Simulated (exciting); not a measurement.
# TcRh (P-6m2) in exciting: reference runs

Aim: a first look at TcRh with PBEsol, on the cell as given and on a disturbed one.

Program: exciting (release sodium). These are calculated values, not measurements. Logs are shortened: lines on timing, memory, paths and dates and some standing lists are left out, and cuts for length are marked.

### 1 The structure

It takes space group P-6m2 (No. 187, hexagonal). The conventional cell has a = 2.722 Å, b = 2.722 Å, c = 4.331 Å, α = 90.00°, β = 90.00°, γ = 120.00°. Rh (site symmetry -6m2) has 6 Tc at 2.68 Å and 6 Rh at 2.72 Å as nearest neighbours. Tc (site symmetry -6m2) has 6 Rh at 2.68 Å and 6 Tc at 2.72 Å as nearest neighbours.

The cell comes from a database or a generator and needn't be the stable form of this composition.

### 2 Single point, PBEsol

Contents of input.xml:

```xml
<input>
  <title>TcRh</title>
  <structure speciespath="./" tshift="false">
    <crystal scale="1">
      <basevect>5.143939166343 0.000000000000 0.000000000000</basevect>
      <basevect>-2.571969583077 4.454781993498 0.000000000000</basevect>
      <basevect>0.000000000000 0.000000000000 8.184642121321</basevect>
    </crystal>
    <species speciesfile="Rh.xml" rmt="2.3">
      <atom coord="0.000000000000 0.000000000000 0.500000000000"/>
    </species>
    <species speciesfile="Tc.xml" rmt="2.3">
      <atom coord="0.666666666700 0.333333333300 0.000000000000"/>
    </species>
  </structure>
  <groundstate do="fromscratch" ngridk="11 11 6" rgkmax="9" gmaxvr="14" lmaxapw="10" lmaxmat="10" lmaxvr="8" xctype="GGA_PBE_SOL" stype="Fermi Dirac" swidth="0.00183747" nempty="18" ValenceRelativity="iora*" epsengy="1e-05" epspot="1e-05" maxscl="60" tforce="true" outputlevel="normal"/>
</input>
```

Potentials or basis: all-electron LAPW+lo, shipped species files, valence relativity iora*.

Launch:

```console
$ OMP_NUM_THREADS=1 exciting_smp
```

INFO.OUT:

```text
================================================================================
EXCITING SODIUM started
[... 10 lines left out ...]

 Lattice vectors (cartesian) :
      5.1439391663      0.0000000000      0.0000000000
     -2.5719695831      4.4547819935      0.0000000000
      0.0000000000      0.0000000000      8.1846421213

 Reciprocal lattice vectors (cartesian) :
      1.2214734864      0.7052180461     -0.0000000000
      0.0000000000      1.4104360923      0.0000000000
      0.0000000000     -0.0000000000      0.7676799076

 Unit cell volume                           :     187.5521183566
 Brillouin zone volume                      :       1.3225668450

 Species :    1 (Rh)
     parameters loaded from                 :    Rh.xml
     name                                   :    rhodium
     nuclear charge                         :     -45.00000000
     electronic charge                      :      45.00000000
     atomic mass                            :  187585.25100000
     muffin-tin radius                      :       2.30000000
     # of radial points in muffin-tin       :     400

     atomic positions (lattice) :
       1 :   0.00000000  0.00000000  0.50000000

 Species :    2 (Tc)
     parameters loaded from                 :    Tc.xml
     name                                   :    technetium
     nuclear charge                         :     -43.00000000
     electronic charge                      :      43.00000000
     atomic mass                            :  178643.07150000
     muffin-tin radius                      :       2.30000000
     # of radial points in muffin-tin       :     400

     atomic positions (lattice) :
       1 :   0.66666667  0.33333333  0.00000000

 Total number of atoms per unit cell        :       2

 Spin treatment                             :    spin-unpolarised

 Number of Bravais lattice symmetries       :      24
 Number of crystal symmetries               :      12

 k-point grid                               :      11   11    6
 Total number of k-points                   :     104
 k-point set is reduced with crystal symmetries

 R^MT_min * |G+k|_max (rgkmax)              :       9.00000000
 Species with R^MT_min                      :       1 (Rh)
 Maximum |G+k| for APW functions            :       3.91304348
 Maximum |G| for potential and density      :      14.00000000

 G-vector grid sizes                        :      24    24    40
 Total number of G-vectors                  :    8749

 Maximum angular momentum used for
     APW functions                          :      10
     computing H and O matrix elements      :      10
     potential and density                  :       8
     inner part of muffin-tin               :       2

 Total nuclear charge                       :     -88.00000000
 Total electronic charge                    :      88.00000000
 Total core charge                          :      56.00000000
 Total valence charge                       :      32.00000000

 Number of empty states                     :      18
 Total number of valence states             :      35

 Maximum Hamiltonian size                   :     240
 Maximum number of plane-waves              :     214
 Total number of local-orbitals             :      26

 Exchange-correlation type                  :      22
     PBEsol, Phys. Rev. Lett. 100, 136406 (2008)
     Generalised gradient approximation (GGA)

[... 20 lines left out ...]
+ SCF iteration number :    1                                                  +
++++++++++++++++++++++++++++++++++++++++++++++++++++++++++++++++++++++++++++++++
 Total energy                               :     -9045.34557854
 _______________________________________________________________
 Fermi energy                               :         0.53554256
 Kinetic energy                             :      9446.85465061
 Coulomb energy                             :    -18229.65544503
 Exchange energy                            :      -257.25373461
 Correlation energy                         :        -5.29104950

 DOS at Fermi energy (states/Ha/cell)       :        44.55140490

 Electron charges :
     core                                   :        56.00000000
     core leakage                           :         0.00000157
     valence                                :        32.00000000
     interstitial                           :         4.37819248
     charge in muffin-tin spheres :
                  atom     1    Rh          :        42.96386458
                  atom     2    Tc          :        40.65794294
     total charge in muffin-tins            :        83.62180752
     total charge                           :        88.00000000

++++++++++++++++++++++++++++++++++++++++++++++++++++++++++++++++++++++++++++++++
+ SCF iteration number :    2                                                  +
++++++++++++++++++++++++++++++++++++++++++++++++++++++++++++++++++++++++++++++++
 Total energy                               :     -9060.80139252
 _______________________________________________________________
 Fermi energy                               :         0.51350243
 Kinetic energy                             :      9438.32144954
 Coulomb energy                             :    -18236.15309994
 Exchange energy                            :      -257.67837842
 Correlation energy                         :        -5.29136371

 DOS at Fermi energy (states/Ha/cell)       :        51.51270183

 Electron charges :
     core                                   :        56.00000000
     core leakage                           :         0.00000151
     valence                                :        32.00000000
     interstitial                           :         4.10360184
     charge in muffin-tin spheres :
                  atom     1    Rh          :        43.37158537
                  atom     2    Tc          :        40.52481279
     total charge in muffin-tins            :        83.89639816
     total charge                           :        88.00000000
[... 354 lines left out ...]
++++++++++++++++++++++++++++++++++++++++++++++++++++++++++++++++++++++++++++++++
+ SCF iteration number :   15                                                  +
++++++++++++++++++++++++++++++++++++++++++++++++++++++++++++++++++++++++++++++++
 Total energy                               :     -9067.37246385
 _______________________________________________________________
 Fermi energy                               :         0.49219999
 Kinetic energy                             :      9433.89298633
 Coulomb energy                             :    -18238.11989050
 Exchange energy                            :      -257.85475263
 Correlation energy                         :        -5.29080705

 DOS at Fermi energy (states/Ha/cell)       :        59.24246103

 Electron charges :
     core                                   :        56.00000000
     core leakage                           :         0.00000148
     valence                                :        32.00000000
     interstitial                           :         3.94041154
     charge in muffin-tin spheres :
                  atom     1    Rh          :        43.24018003
                  atom     2    Tc          :        40.81940843
     total charge in muffin-tins            :        84.05958846
     total charge                           :        88.00000000

 RMS change in effective potential (target) :  0.441141E-07  ( 0.100000E-04)
 Absolute change in total energy   (target) :  0.116305E-05  ( 0.100000E-04)
 Charge distance                   (target) :  0.178473E-08  ( 0.100000E-04)
 Abs. change in max-nonIBS-force   (target) :   0.00000      ( 0.500000E-04)

++++++++++++++++++++++++++++++++++++++++++++++++++++++++++++++++++++++++++++++++
| Convergency criteria checked for the last 2 iterations                       +
| Convergence targets achieved. Performing final SCF iteration                 +
++++++++++++++++++++++++++++++++++++++++++++++++++++++++++++++++++++++++++++++++
 Total energy                               :     -9067.37246501
 _______________________________________________________________
 Fermi energy                               :         0.49219999
 Kinetic energy                             :      9433.89298561
 Coulomb energy                             :    -18238.11989091
 Exchange energy                            :      -257.85475265
 Correlation energy                         :        -5.29080705

 DOS at Fermi energy (states/Ha/cell)       :        59.24245321

 Electron charges :
     core                                   :        56.00000000
     core leakage                           :         0.00000148
     valence                                :        32.00000000
     interstitial                           :         3.94041155
     charge in muffin-tin spheres :
                  atom     1    Rh          :        43.24018018
                  atom     2    Tc          :        40.81940827
     total charge in muffin-tins            :        84.05958845
     total charge                           :        88.00000000

++++++++++++++++++++++++++++++++++++++++++++++++++++++++++++++++++++++++++++++++
+ Self-consistent loop stopped                                                 +
++++++++++++++++++++++++++++++++++++++++++++++++++++++++++++++++++++++++++++++++
 STATE.OUT is written

--------------------------------------------------------------------------------
- Writing atomic positions and forces                                          -
--------------------------------------------------------------------------------

 Atomic positions (lattice) :
 atom     1  Rh  :     0.00000000    0.00000000    0.50000000
 atom     2  Tc  :     0.66666667    0.33333333    0.00000000

 Total atomic forces including IBS (cartesian) :
 atom     1  Rh  :    -0.00000000    0.00000000    0.00000000
 atom     2  Tc  :     0.00000000   -0.00000000    0.00000000

 Atomic force components including IBS (cartesian) :
 atom     1  Rh  :    -0.00000000    0.00000000    0.00000000   HF force
                 :    -0.00000000    0.00000000    0.00000000   core correction
                 :    -0.00000000    0.00000000    0.00000000   IBS correction
 atom     2  Tc  :     0.00000000   -0.00000000    0.00000000   HF force
                 :     0.00000000   -0.00000000    0.00000000   core correction
                 :     0.00000000   -0.00000000    0.00000000   IBS correction

********************************************************************************
* Groundstate module stopped                                                   *
********************************************************************************

================================================================================
| EXCITING SODIUM stopped                                                      =
================================================================================
```

Wall time 2.1 min (1 thread of Arm Neoverse V2, shared host); peak memory 0.13 GiB.

What came out:

```
Free energy                                       : -246735.7914 eV
Band gap on the k mesh                            : none (metal or under the smearing width)
All electrons inside the program's atomic spheres : Rh 43.24; Tc 40.82 (radii Rh 2.3, Tc 2.3 bohr)
```

Levels at points of the mesh, in eV from the Fermi level:
| k point | band 13 | band 14 | band 15 | band 16 | band 17 | band 18 | band 19 | band 20 |
| --- | --- | --- | --- | --- | --- | --- | --- | --- |
| (0.00, 0.00, 0.00) | -2.46 | -1.67 | -1.67 | -1.45 | -1.45 | 1.13 | 1.52 | 1.52 |
| (0.00, 0.00, 0.50) | -3.10 | -2.47 | -2.47 | -2.33 | 0.00 | 0.00 | 1.34 | 1.34 |

Caveat: the log's total energy holds no entropy term; the free energy is that total less TS from the occupations.

### 3 Single point, PBEsol (atoms moved at random, drawn with an rms of 0.05 Å)

Changes to input.xml since step 2:

```diff
@@ -9,6 +9,6 @@
     <species speciesfile="Rh.xml" rmt="2.3">
-      <atom coord="0.000000000000 0.000000000000 0.500000000000"/>
+      <atom coord="-0.020809000000 -0.028296000000 0.496990000000"/>
     </species>
     <species speciesfile="Tc.xml" rmt="2.3">
-      <atom coord="0.666666666700 0.333333333300 0.000000000000"/>
+      <atom coord="0.650175000000 0.326302000000 -0.008183000000"/>
     </species>
```

Potentials or basis: all-electron LAPW+lo, shipped species files, valence relativity iora*.

Launch:

```console
$ OMP_NUM_THREADS=1 exciting_smp
```

It took 13 min on 1 thread of Arm Neoverse V2, shared host; peak memory 0.15 GiB.

Results (log left out):

| Property | Result |
| --- | --- |
| Free energy | -246735.7811 eV |
| Largest force | 0.376 eV/Å |
| Band gap on the k mesh | none (metal or under the smearing width) |
| All electrons inside the program's atomic spheres | Rh 43.24; Tc 40.82 (radii Rh 2.3, Tc 2.3 bohr) |

Forces on the atoms (eV/Å):
```
Rh  -0.099  0.274 -0.238
Tc   0.099 -0.274  0.238
```

Levels at points of the mesh, in eV from the Fermi level:
```csv
k point,band 14,band 15,band 16,band 17,band 18,band 19
"(0.00, 0.00, 0.00)",-1.80,-1.59,-1.44,-1.41,1.14,1.39
"(0.00, 0.00, 0.50)",-2.50,-2.45,-2.30,-0.07,0.05,1.28
```

Caveat: the log's total energy holds no entropy term; the free energy is that total less TS from the occupations.
